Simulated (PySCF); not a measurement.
The system is F2, in a box.

```
F
1.0
    11.00000    0.00000    0.00000
     0.00000   10.00000    0.00000
     0.00000    0.00000   10.00000
F
2
Direct
  0.44810 0.52334 0.47390
  0.55426 0.48086 0.53290
```

Base run:

* Program: PySCF 2.14.0
* Functional: LDA
* Potentials or basis: 6-31g* (all-electron)
* k mesh: 1 × 1 × 1
* Occupations: fixed
* Spin: no spin polarisation

Its results: gap between the frontier levels 3.91 eV.

Question: The run is repeated on the same cell with these changes: functional from LDA to M06-L. What comes out?

Answer: Gap between the frontier levels 5.17 eV.

Caveats: this is a molecule in a periodic box at the Γ point, so its band gap is the HOMO-LUMO gap; the basis of atomic orbitals isn't converged, which shifts pressures, moduli and gaps.

A k mesh can miss the band edges.

Not every run made on this cell is shown here.
